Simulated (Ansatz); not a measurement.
# Sb: the cost of one run

Method: DFT PBE, scalar-relativistic, plane waves, PAW, in Ansatz 0.2.0.

1 further run of the same task is left out (set aside as unsound or not needed).

### 1 The structure to begin with

Symmetry: R-3m, No. 166, trigonal system. The conventional cell has a = 4.376 Å, b = 4.376 Å, c = 11.529 Å, α = 90.00°, β = 90.00°, γ = 120.00°. Sb (site symmetry 3m) is surrounded by 3 Sb at 2.95 Å.

As a file:

```xyz
2
Lattice="2.1878 1.2631 3.8429 -2.1878 1.2631 3.8429 0.0000 -2.5263 3.8429" Properties=species:S:1:pos:R:3 pbc="T T T"
Sb    0.0000    0.0000    2.6833
Sb    0.0000    0.0000    8.8453
```

It is the result of an earlier relaxation at this level (volume 31.86 Å³/atom; gap on the mesh: none (metal)).

### 2 Static run: bands, density of states and charges

The input, input.yaml:

```yaml
crystal:
  lattice:
    - [2.1878046249, 1.2631295891, 3.8428686352]
    - [-2.1878046249, 1.2631295891, 3.8428686352]
    - [0.0, -2.5262591782, 3.8428686352]
  atoms:
    - { symbol: Sb, position: [0.2327487024, 0.2327487024, 0.2327487024] }
    - { symbol: Sb, position: [0.7672512976, 0.7672512976, 0.7672512976] }
basis:
  ecutwfc: 420
kpoints:
  mp_grid: { grid: [12, 12, 12] }
  band_path:
    path:
      - [[0.0, 0.0, 0.0], [0.5, 0.5, 0.5], [0.76130664, 0.23869336, 0.5]]
      - [[0.5, -0.23869336, 0.23869336], [0.5, 0.0, 0.0], [0.0, 0.0, 0.0], [0.36934668, -0.36934668, 0.0]]
      - [[0.63065332, 0.0, 0.36934668], [0.5, 0.0, 0.5], [0.0, 0.0, 0.0]]
    npoints: 14
hamiltonian:
  xc: pbe
scf:
  occupations: { method: gaussian, width: 0.1 }
  n_extra_bands: 6
output:
  forces: true
  stress: true
  eigenvalues: true
  populations: true
  dos: { projected: true, de: 0.02, nscf_kmesh: { grid: [18, 18, 18] } }
  bader: true
  write_density: true
  write_potential: true
  elf: true
  volumetric_format: npy
```

Launch:

```
$ ansatz run input.yaml --threads 1 --pin off --max-ram 2560MiB --backend cpu --events-out ev --progress --plain --runs-dir out
```

**Question.** How long does this run take on 1 thread of Intel Xeon at 2.50GHz (Skylake/Cascade Lake), shared host, and how much memory does it need?

About 2.2 min, with a peak of 0.7 GiB.
